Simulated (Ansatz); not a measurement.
# C₄H₁₃N₂OTa: small, medium and large basis sets

An exercise on one series of results from a longer session: the logs are not shown, and one member is left open.

Computed with Ansatz 0.2.0, Gaussian basis. Level: one geometry, several basis sets.

Plan: PBE0-D4/def2-SVP; ωB97M-V/def2-SVP; PBE0-D4/def2-QZVPP; ωB97M-V/def2-QZVPP; the functionals' def2-TZVPP values are taken from earlier runs.

## The relaxed structure

All runs share one geometry, relaxed beforehand with PBE0-D4 in a triple-zeta def2 set. Ta takes the def2 core potential; no spin-orbit term is included.

SMILES `C[N]=[Ta]([CH3])([OH])[N](C)C`, 21 atoms, charge 0, spin multiplicity 1.

Atoms are counted from 1 here; the program's logs count them from 0.

Bond lengths: C1–N2 1.417 Å, C1–H9 1.097 Å, C1–H10 1.096 Å, C1–H11 1.097 Å, N2–Ta3 1.772 Å, Ta3–C4 2.182 Å, Ta3–O5 1.923 Å, Ta3–N6 1.980 Å, C4–H12 1.094 Å, C4–H13 1.097 Å, C4–H14 1.095 Å, O5–H15 0.955 Å, N6–C7 1.442 Å, N6–C8 1.449 Å, C7–H16 1.099 Å, C7–H17 1.089 Å, C7–H18 1.099 Å, C8–H19 1.098 Å and more. Angles: N2–C1–H9 111.2°, N2–C1–H10 111.2°, N2–C1–H11 111.9°, H9–C1–H10 107.3°, H9–C1–H11 107.4°, H10–C1–H11 107.6°, C1–N2–Ta3 176.5°, N2–Ta3–C4 104.9°, N2–Ta3–O5 115.6°, N2–Ta3–N6 106.7°, C4–Ta3–O5 108.6°, C4–Ta3–N6 106.5°, O5–Ta3–N6 113.8°, Ta3–C4–H12 111.7°, Ta3–C4–H13 111.1°, Ta3–C4–H14 110.8°, H12–C4–H13 107.9°, H12–C4–H14 107.4° and more.

The first run:

The input, in.yaml:

```yaml
crystal:
  periodic: [false, false, false]
  atoms:
    - {symbol: C, position_ang: [-1.798650, -1.637413, 2.031438]}
    - {symbol: N, position_ang: [-1.082953, -0.640443, 1.322428]}
    - {symbol: Ta, position_ang: [-0.246820, 0.681575, 0.489724]}
    - {symbol: C, position_ang: [1.585327, 0.994407, 1.632103]}
    - {symbol: O, position_ang: [-1.205702, 2.346463, 0.399864]}
    - {symbol: N, position_ang: [0.304975, -0.018551, -1.278493]}
    - {symbol: C, position_ang: [0.186061, -1.330661, -1.864136]}
    - {symbol: C, position_ang: [0.873952, 0.948791, -2.195469]}
    - {symbol: H, position_ang: [-1.966618, -2.524472, 1.408064]}
    - {symbol: H, position_ang: [-1.248370, -1.963974, 2.921840]}
    - {symbol: H, position_ang: [-2.780870, -1.279070, 2.362544]}
    - {symbol: H, position_ang: [2.168542, 0.073826, 1.722508]}
    - {symbol: H, position_ang: [2.221311, 1.752204, 1.157457]}
    - {symbol: H, position_ang: [1.357470, 1.339395, 2.646586]}
    - {symbol: H, position_ang: [-2.054478, 2.664198, 0.701910]}
    - {symbol: H, position_ang: [-0.441773, -1.309614, -2.766275]}
    - {symbol: H, position_ang: [-0.258681, -2.021557, -1.149088]}
    - {symbol: H, position_ang: [1.169452, -1.722226, -2.158828]}
    - {symbol: H, position_ang: [1.894184, 0.669401, -2.489752]}
    - {symbol: H, position_ang: [0.928935, 1.944923, -1.739142]}
    - {symbol: H, position_ang: [0.270511, 1.043500, -3.108383]}
basis:
  gaussian: {orbitals: def2-SVP}
hamiltonian: {xc: pbe0, dispersion: d4}
output: {orbitals: {seedname: orbitals}}
```

Steps of the session up to this table: PBE0-D4 in def2-SVP; ωB97M-V in def2-SVP; PBE0-D4 in def2-QZVPP; ωB97M-V in def2-QZVPP.

One table of the session follows, with a row left open; its other results are not shown here.

It belongs to the step «Functionals by basis». 

```
functional       basis  HOMO (eV)  LUMO (eV)
   PBE0-D4    def2-SVP      -6.39       0.12
   PBE0-D4  def2-TZVPP          ?          ?
   PBE0-D4  def2-QZVPP      -6.51      -0.04
   ωB97M-V    def2-SVP      -8.69       1.83
   ωB97M-V  def2-TZVPP      -8.79       1.43
   ωB97M-V  def2-QZVPP      -8.81       0.85
```

Estimate the missing values for PBE0-D4, def2-TZVPP.

As computed: HOMO (eV): -6.49; LUMO (eV): 0.04. In the column «HOMO (eV)» it lies between PBE0-D4, def2-QZVPP (-6.51) and PBE0-D4, def2-SVP (-6.39).
